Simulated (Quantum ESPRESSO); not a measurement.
Set up this calculation in Quantum ESPRESSO 7.5, as the native input.

```
Task                : single point
Functional          : PBE
Potentials or basis : SSSP 1.3 efficiency PBE
Cutoff              : 884 eV
Density cutoff      : 10612 eV
k mesh              : 11 × 11 × 4
Occupations         : fermi-dirac, width 0.05 eV
Spin                : collinear spin, ferromagnetic start
Starting moments    : [0.0, 0.0, 4.0] μB
Mixing beta         : 0.3
Most SCF iterations : 120
SCF threshold       : 6e-10 Ry
```

MnPt2:

```
Pt Mn
1.0
     2.85840    0.00000    0.00000
    -1.42920    2.47545    0.00000
     0.00000    0.00000    6.53250
Pt Mn
2 1
Direct
  0.66667 0.33333 0.31621
  0.33333 0.66667 0.68379
  0.00000 0.00000 0.00000
```

The cell comes from a database or a generator and needn't be the stable form of this composition.

These files were run (other wordings do the same):

pw.in

```
&CONTROL
  calculation = 'scf'
  prefix = 'pwscf'
  outdir = './tmp'
  pseudo_dir = './pseudo'
  tprnfor = .true.
  tstress = .true.
  disk_io = 'low'
/
&SYSTEM
  ibrav = 0
  celldm(1) = 8
  nat = 3
  ntyp = 2
  ecutwfc = 65
  ecutrho = 780
  nbnd = 36
  occupations = 'smearing'
  smearing = 'fd'
  degauss = 0.00367493
  nspin = 2
  starting_magnetization(1) = 0
  starting_magnetization(2) = 0.2667
/
&ELECTRONS
  conv_thr = 6d-10
  electron_maxstep = 120
  mixing_beta = 0.3
/
ATOMIC_SPECIES
Pt   195.0840 pt_pbe_v1.4.uspp.F.UPF
Mn    54.9380 mn_pbe_v1.5.uspp.F.UPF
CELL_PARAMETERS alat
  0.6752001959141   0.0000000000000   0.0000000000000
 -0.3376000979571   0.5847405223138   0.0000000000000
  0.0000000000000   0.0000000000000   1.5430804335028
ATOMIC_POSITIONS crystal
Pt     0.6666666667    0.3333333333    0.3162060000
Pt     0.3333333333    0.6666666667    0.6837940000
Mn     0.0000000000    0.0000000000    0.0000000000
K_POINTS automatic
11 11 4 0 0 0
```

pp_density.in

```
&INPUTPP
  prefix = 'pwscf'
  outdir = './tmp'
  filplot = 'density.dat'
  plot_num = 0
/
&PLOT
  nfile = 1
  filepp(1) = 'density.dat'
  iflag = 3
  output_format = 6
  fileout = 'density.cube'
/
```

pp_potential.in

```
&INPUTPP
  prefix = 'pwscf'
  outdir = './tmp'
  filplot = 'potential.dat'
  plot_num = 11
/
&PLOT
  nfile = 1
  filepp(1) = 'potential.dat'
  iflag = 3
  output_format = 6
  fileout = 'potential.cube'
/
```

pp_spin.in

```
&INPUTPP
  prefix = 'pwscf'
  outdir = './tmp'
  filplot = 'spin.dat'
  plot_num = 6
/
&PLOT
  nfile = 1
  filepp(1) = 'spin.dat'
  iflag = 3
  output_format = 6
  fileout = 'spin.cube'
/
```

Potentials or basis: SSSP 1.3 efficiency PBE.

Launch:

```console
$ OMP_NUM_THREADS=1 mpirun -n 2 pw.x -nk 2 -in pw.in > pw.out
$ OMP_NUM_THREADS=1 mpirun -n 1 pp.x -in pp_density.in > pp_density.out
$ OMP_NUM_THREADS=1 mpirun -n 1 pp.x -in pp_potential.in > pp_potential.out
$ OMP_NUM_THREADS=1 mpirun -n 1 pp.x -in pp_spin.in > pp_spin.out
```

It gave:

| Item | Value |
| --- | --- |
| Pressure | -0.9 GPa |
| Largest force | 0.038 eV/Å |
| Band gap on the k mesh | none (metal or under the smearing width) |
| Net moment | 4.58 μB per cell |
| Absolute moment | 4.70 μB per cell |
| Site moments | Pt +0.32; Mn +3.77 μB |
| Valence electrons inside the program's atomic spheres | Pt 13.61; Mn 13.49 |

Wall time 3 min on 2 MPI ranks on Intel(R) Xeon(R) Platinum 8259CL CPU @ 2.50GHz (Skylake/Cascade Lake) (shared host), peak memory 0.76 GiB a rank.
